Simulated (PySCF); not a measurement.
# Ge(25+), Ge(26+), Ge(27+): ionisation energies in even-tempered 17s11p6d5f4g, part 3 of 3

Each state of germanium is computed at each level; their differences give the ionisation energy. How far do the methods differ?

PySCF 2.14.0; even-tempered 17s11p6d5f4g, no relativity, point nucleus. The scripts are equivalent inputs of a driver's runs.

## 4. Ge(27+)

**UHF**

input.py

```python
from pyscf import gto, scf, dft, mp, cc
mol = gto.M(atom="Ge 0 0 0", charge=27, spin=1, symmetry="D2h",
            basis=gto.etbs([(0, 17, 7, 2.2), (1, 11, 9.1, 2.2), (2, 6, 38, 2.4), (3, 5, 56, 2.4), (4, 4, 85, 2.4)]))
mf = scf.UHF(mol)
mf.irrep_nelec = {'Ag': (2, 2), 'B2u': (1, 0)}
mf.kernel()
```

What it wrote:

```text
damping factor = 0
level_shift factor = 0
DIIS = <class 'pyscf.scf.diis.CDIIS'>
diis_start_cycle = 1
diis_space = 10
diis_damp = 0
SCF conv_tol = 1e-09
SCF conv_tol_grad = None
number electrons alpha = 3  beta = 2
cycle= 1 E= -1335.02207541419  delta_E= -0.00429  |g|= 0.0324  |ddm|= 0.00667
cycle= 2 E= -1335.02208585011  delta_E= -1.04e-05  |g|= 0.00167  |ddm|= 0.000383
cycle= 3 E= -1335.02208587929  delta_E= -2.92e-08  |g|= 7.91e-06  |ddm|= 2.21e-05
cycle= 4 E= -1335.02208587929  delta_E= -4.55e-13  |g|= 8.18e-08  |ddm|= 8.87e-08
converged SCF energy = -1335.02208587929  <S^2> = 0.75010081  2S+1 = 2.0001008
```

CPU time 12 s on a shared host, the integrals not counted.

The occupied shells:

```tsv
shell	electrons	mean orbital energy (eV)	spread (eV)	rms radius (bohr)
1s α	1	-12880.4	0	0.0549
1s β	1	-12867.7	0	0.0549
2s α	1	-2911.0	0	0.215
2s β	1	-2886.2	0	0.215
2p α	1	-2844.0	0	0.185
```

⟨S²⟩ = 0.750, ⟨L²⟩ = 2.00.

Spin-orbit constants on these orbitals (cm⁻¹; bare nucleus, screened nucleus, mean field): 2p 200500, 188000, 184200. To first order in LS coupling the lowest level has J = 1/2 and lies 22.8 eV below the centre of the term.

Spin-orbit coupling, absent here, splits the open shell strongly.

**LDA**

input.py, as changed from the run before:

```diff
@@ -3,3 +3,3 @@
             basis=gto.etbs([(0, 17, 7, 2.2), (1, 11, 9.1, 2.2), (2, 6, 38, 2.4), (3, 5, 56, 2.4), (4, 4, 85, 2.4)]))
-mf = scf.UHF(mol)
+mf = dft.UKS(mol, xc="LDA,VWN")
 mf.irrep_nelec = {'Ag': (2, 2), 'B2u': (1, 0)}
```

What it wrote:

```text
damping factor = 0
level_shift factor = 0
DIIS = <class 'pyscf.scf.diis.CDIIS'>
diis_start_cycle = 1
diis_space = 10
diis_damp = 0
SCF conv_tol = 1e-09
SCF conv_tol_grad = None
number electrons alpha = 3  beta = 2
XC functionals = LDA,VWN
    P. A. M. Dirac.,  Math. Proc. Cambridge Philos. Soc. 26, 376 (1930)
    F. Bloch.,  Z. Phys. 57, 545 (1929)
    S. H. Vosko, L. Wilk, and M. Nusair.,  Can. J. Phys. 58, 1200 (1980)
cycle= 1 E= -1332.20925633121  delta_E= -0.00691  |g|= 0.0286  |ddm|= 0.00897
cycle= 2 E= -1332.20925813225  delta_E= -1.8e-06  |g|= 0.000721  |ddm|= 0.000197
cycle= 3 E= -1332.20925813409  delta_E= -1.83e-09  |g|= 7.73e-06  |ddm|= 8.07e-06
cycle= 4 E= -1332.20925813409  delta_E= -2.27e-13  |g|= 1.14e-07  |ddm|= 1.3e-07
converged SCF energy = -1332.20925813409  <S^2> = 0.7500265  2S+1 = 2.0000265
```

It used 0.52 s of CPU time after the integrals (shared host).

**PBE**

input.py, as changed from the run before:

```diff
@@ -3,3 +3,3 @@
             basis=gto.etbs([(0, 17, 7, 2.2), (1, 11, 9.1, 2.2), (2, 6, 38, 2.4), (3, 5, 56, 2.4), (4, 4, 85, 2.4)]))
-mf = dft.UKS(mol, xc="LDA,VWN")
+mf = dft.UKS(mol, xc="PBE")
 mf.irrep_nelec = {'Ag': (2, 2), 'B2u': (1, 0)}
```

What it wrote:

```text
damping factor = 0
level_shift factor = 0
DIIS = <class 'pyscf.scf.diis.CDIIS'>
diis_start_cycle = 1
diis_space = 10
diis_damp = 0
SCF conv_tol = 1e-09
SCF conv_tol_grad = None
number electrons alpha = 3  beta = 2
XC functionals = PBE
    J. P. Perdew, K. Burke, and M. Ernzerhof.,  Phys. Rev. Lett. 77, 3865 (1996)
    J. P. Perdew, K. Burke, and M. Ernzerhof.,  Phys. Rev. Lett. 78, 1396 (1997)
    J. P. Perdew, K. Burke, and M. Ernzerhof.,  Phys. Rev. Lett. 77, 3865 (1996)
    J. P. Perdew, K. Burke, and M. Ernzerhof.,  Phys. Rev. Lett. 78, 1396 (1997)
cycle= 1 E= -1334.93969429466  delta_E= -0.0049  |g|= 0.0129  |ddm|= 0.013
cycle= 2 E= -1334.93969527692  delta_E= -9.82e-07  |g|= 0.00026  |ddm|= 0.00012
cycle= 3 E= -1334.93969527742  delta_E= -5.08e-10  |g|= 4.14e-06  |ddm|= 2.83e-06
converged SCF energy = -1334.93969527742  <S^2> = 0.75003986  2S+1 = 2.0000399
```

It used 0.51 s of CPU time after the integrals (shared host).

**PBE0**

input.py, as changed from the run before:

```diff
@@ -3,3 +3,3 @@
             basis=gto.etbs([(0, 17, 7, 2.2), (1, 11, 9.1, 2.2), (2, 6, 38, 2.4), (3, 5, 56, 2.4), (4, 4, 85, 2.4)]))
-mf = dft.UKS(mol, xc="PBE")
+mf = dft.UKS(mol, xc="PBE0")
 mf.irrep_nelec = {'Ag': (2, 2), 'B2u': (1, 0)}
```

What it wrote:

```text
damping factor = 0
level_shift factor = 0
DIIS = <class 'pyscf.scf.diis.CDIIS'>
diis_start_cycle = 1
diis_space = 10
diis_damp = 0
SCF conv_tol = 1e-09
SCF conv_tol_grad = None
number electrons alpha = 3  beta = 2
XC functionals = PBE0
    C. Adamo and V. Barone.,  J. Chem. Phys. 110, 6158 (1999)
    M. Ernzerhof and G. E. Scuseria.,  J. Chem. Phys. 110, 5029 (1999)
cycle= 1 E= -1334.99488395755  delta_E= -0.00399  |g|= 0.0155  |ddm|= 0.0107
cycle= 2 E= -1334.9948859117  delta_E= -1.95e-06  |g|= 0.000431  |ddm|= 0.000173
cycle= 3 E= -1334.99488591345  delta_E= -1.75e-09  |g|= 2.84e-06  |ddm|= 5.36e-06
cycle= 4 E= -1334.99488591345  delta_E= 9.09e-13  |g|= 4.23e-08  |ddm|= 3.52e-08
converged SCF energy = -1334.99488591345  <S^2> = 0.75005192  2S+1 = 2.0000519
```

It used 2.1 s of CPU time after the integrals (shared host).

**r2SCAN**

input.py, as changed from the run before:

```diff
@@ -3,3 +3,3 @@
             basis=gto.etbs([(0, 17, 7, 2.2), (1, 11, 9.1, 2.2), (2, 6, 38, 2.4), (3, 5, 56, 2.4), (4, 4, 85, 2.4)]))
-mf = dft.UKS(mol, xc="PBE0")
+mf = dft.UKS(mol, xc="R2SCAN")
 mf.irrep_nelec = {'Ag': (2, 2), 'B2u': (1, 0)}
```

What it wrote:

```text
damping factor = 0
level_shift factor = 0
DIIS = <class 'pyscf.scf.diis.CDIIS'>
diis_start_cycle = 1
diis_space = 10
diis_damp = 0
SCF conv_tol = 1e-09
SCF conv_tol_grad = None
number electrons alpha = 3  beta = 2
XC functionals = R2SCAN
    J. W. Furness, A. D. Kaplan, J. Ning, J. P. Perdew, and J. Sun.,  J. Phys. Chem. Lett. 11, 8208-8215 (2020)
    J. W. Furness, A. D. Kaplan, J. Ning, J. P. Perdew, and J. Sun.,  J. Phys. Chem. Lett. 11, 9248-9248 (2020)
    J. W. Furness, A. D. Kaplan, J. Ning, J. P. Perdew, and J. Sun.,  J. Phys. Chem. Lett. 11, 8208-8215 (2020)
    J. W. Furness, A. D. Kaplan, J. Ning, J. P. Perdew, and J. Sun.,  J. Phys. Chem. Lett. 11, 9248-9248 (2020)
cycle= 1 E= -1335.08073969553  delta_E= -0.00484  |g|= 0.0183  |ddm|= 0.00959
cycle= 2 E= -1335.08074213678  delta_E= -2.44e-06  |g|= 0.000492  |ddm|= 0.000203
cycle= 3 E= -1335.08074213882  delta_E= -2.04e-09  |g|= 3.5e-06  |ddm|= 6.61e-06
cycle= 4 E= -1335.08074213882  delta_E= 9.09e-13  |g|= 6.78e-08  |ddm|= 4.08e-08
converged SCF energy = -1335.08074213882  <S^2> = 0.75007229  2S+1 = 2.0000723
```

It used 1.1 s of CPU time after the integrals (shared host).

**TPSSh**

input.py, as changed from the run before:

```diff
@@ -3,3 +3,3 @@
             basis=gto.etbs([(0, 17, 7, 2.2), (1, 11, 9.1, 2.2), (2, 6, 38, 2.4), (3, 5, 56, 2.4), (4, 4, 85, 2.4)]))
-mf = dft.UKS(mol, xc="R2SCAN")
+mf = dft.UKS(mol, xc="TPSSH")
 mf.irrep_nelec = {'Ag': (2, 2), 'B2u': (1, 0)}
```

What it wrote:

```text
damping factor = 0
level_shift factor = 0
DIIS = <class 'pyscf.scf.diis.CDIIS'>
diis_start_cycle = 1
diis_space = 10
diis_damp = 0
SCF conv_tol = 1e-09
SCF conv_tol_grad = None
number electrons alpha = 3  beta = 2
XC functionals = TPSSH
    V. N. Staroverov, G. E. Scuseria, J. Tao, and J. P. Perdew.,  J. Chem. Phys. 119, 12129 (2003)
cycle= 1 E= -1335.34280699452  delta_E= -0.00367  |g|= 0.0152  |ddm|= 0.0143
cycle= 2 E= -1335.34280878585  delta_E= -1.79e-06  |g|= 0.000398  |ddm|= 0.000179
cycle= 3 E= -1335.34280878722  delta_E= -1.37e-09  |g|= 2.44e-06  |ddm|= 4.74e-06
cycle= 4 E= -1335.34280878722  delta_E= 2.27e-13  |g|= 5.22e-08  |ddm|= 2.71e-08
converged SCF energy = -1335.34280878722  <S^2> = 0.75005657  2S+1 = 2.0000566
```

It used 2.6 s of CPU time after the integrals (shared host).

**B2PLYP**

input.py

```python
from pyscf import gto, scf, dft, mp, cc
mol = gto.M(atom="Ge 0 0 0", charge=27, spin=1, symmetry="D2h",
            basis=gto.etbs([(0, 17, 7, 2.2), (1, 11, 9.1, 2.2), (2, 6, 38, 2.4), (3, 5, 56, 2.4), (4, 4, 85, 2.4)]))
mf = dft.UKS(mol, xc="0.53*HF + 0.47*B88, 0.73*LYP")
mf.irrep_nelec = {'Ag': (2, 2), 'B2u': (1, 0)}
mf.kernel()
```

What it wrote:

```text
damping factor = 0
level_shift factor = 0
DIIS = <class 'pyscf.scf.diis.CDIIS'>
diis_start_cycle = 1
diis_space = 10
diis_damp = 0
SCF conv_tol = 1e-09
SCF conv_tol_grad = None
number electrons alpha = 3  beta = 2
XC functionals = 0.53*HF + 0.47*B88, 0.73*LYP
    A. D. Becke.,  Phys. Rev. A 38, 3098 (1988)
    C. Lee, W. Yang, and R. G. Parr.,  Phys. Rev. B 37, 785 (1988)
    B. Miehlich, A. Savin, H. Stoll, and H. Preuss.,  Chem. Phys. Lett. 157, 200 (1989)
cycle= 1 E= -1335.16443123657  delta_E= -0.00367  |g|= 0.0205  |ddm|= 0.0116
cycle= 2 E= -1335.16443512357  delta_E= -3.89e-06  |g|= 0.00075  |ddm|= 0.00024
cycle= 3 E= -1335.16443512926  delta_E= -5.69e-09  |g|= 3.68e-06  |ddm|= 9.83e-06
cycle= 4 E= -1335.16443512926  delta_E= -1.59e-12  |g|= 2.54e-08  |ddm|= 4.55e-08
converged SCF energy = -1335.16443512926  <S^2> = 0.75006806  2S+1 = 2.0000681
```

It used 3.8 s of CPU time after the integrals (shared host).

Script and log cover the SCF part. The PT2 part, added by the driver, -0.27644 hartree before scaling by 0.27, brings the total to -1335.239073 hartree.

**MP2 (all electrons)**

input.py

```python
from pyscf import gto, scf, dft, mp, cc
mol = gto.M(atom="Ge 0 0 0", charge=27, spin=1, symmetry="D2h",
            basis=gto.etbs([(0, 17, 7, 2.2), (1, 11, 9.1, 2.2), (2, 6, 38, 2.4), (3, 5, 56, 2.4), (4, 4, 85, 2.4)]))
mf = scf.UHF(mol)
mf.irrep_nelec = {'Ag': (2, 2), 'B2u': (1, 0)}
mf.kernel()
mp.UMP2(mf, frozen=0).kernel()
```

The driver printed no log here.

CPU time 1.7 s on a shared host, the integrals not counted.

With 5 electrons correlated, the MP2 correlation energy is -0.23077 hartree (-0.01247 same spin, -0.21830 opposite spin); the SCS form gives -0.26612. Largest pairs of shells: 2s-2s -0.1317, 1s-1s -0.0402, 2s-2p -0.0358, 1s-2s -0.0138, 1s-2p -0.0093.

## 5. Orbital energies side by side

Highest occupied Hartree-Fock shell of each state: Ge(25+) 2p α at -2586.3 eV; Ge(26+) 2p α at -2713.9 eV; Ge(27+) 2p α at -2844.0 eV.

## 6. Differences of total energies

Ionisation energy: Ge(25+) [He] 2s2 2p3 (4S) → Ge(26+) [He] 2s2 2p2 (3P).

```tsv
method	value (eV)	less the reference (eV)	CPU time, both states (s)
UHF	2584.7	+9.7	24
LDA	2582.6	+7.6	0.98
PBE	2582.8	+7.8	0.99
PBE0	2583.6	+8.6	3.8
r2SCAN	2585.3	+10.3	2
TPSSh	2583.1	+8.1	4.7
B2PLYP	2584.1	+9.1	7.1
MP2 (all electrons)	2584.5	+9.5	27
SCS-MP2 (all electrons)	2584.0	+9.0	27
```

Reference: 2575 ± 19 eV (semi-empirical (NIST evaluation); NIST Atomic Spectra Database, ionization energies). Spin-orbit coupling is strong in these open shells (close to jj coupling). The scalar numbers leave it out, so it can dominate the gap to the real levels. The calculation is non-relativistic, so it cannot be held against the reference.

Ionisation energy: Ge(26+) [He] 2s2 2p2 (3P) → Ge(27+) [He] 2s2 2p1 (2P).

```tsv
method	value (eV)	less the reference (eV)	CPU time, both states (s)
UHF	2712.7	-24.4	25
LDA	2710.7	-26.4	0.99
PBE	2712.1	-25.0	1
PBE0	2712.5	-24.6	4.2
r2SCAN	2714.5	-22.6	2.2
TPSSh	2712.2	-24.9	5.2
B2PLYP	2712.9	-24.2	7.5
MP2 (all electrons)	2712.2	-24.9	28
SCS-MP2 (all electrons)	2711.7	-25.4	28
```

Reference: 2737.1 ± 2.3 eV (semi-empirical (NIST evaluation); NIST Atomic Spectra Database, ionization energies). Spin-orbit coupling is strong in these open shells (close to jj coupling). The scalar numbers leave it out, so it can dominate the gap to the real levels. The calculation is non-relativistic, so it cannot be held against the reference.

Times are CPU seconds on a shared host without the integrals; correlated rows include their Hartree-Fock run, whose time holds the symmetry-adapted start and any spin-orbit constants, while functionals begin from orbitals already made.

## 7. Outcome

The summary covers parts 1 to 3.

| quantity | value |
| --- | --- |
| ionisation energy, Ge(25+) | UHF 2584.7, MP2 (all electrons) 2584.5 eV; reference 2575 ± 19 |
| ionisation energy, Ge(26+) | UHF 2712.7, MP2 (all electrons) 2712.2 eV; reference 2737.1 ± 2.3 |

What this shows: For the first difference the methods span 2.717 eV, from LDA (2582.6) to r2SCAN (2585.3). The reference is uncertain or not like for like (spin-orbit coupling or other relativistic terms), so no ranking of close methods is drawn. All values hold for this basis alone; no basis-set limit was taken.
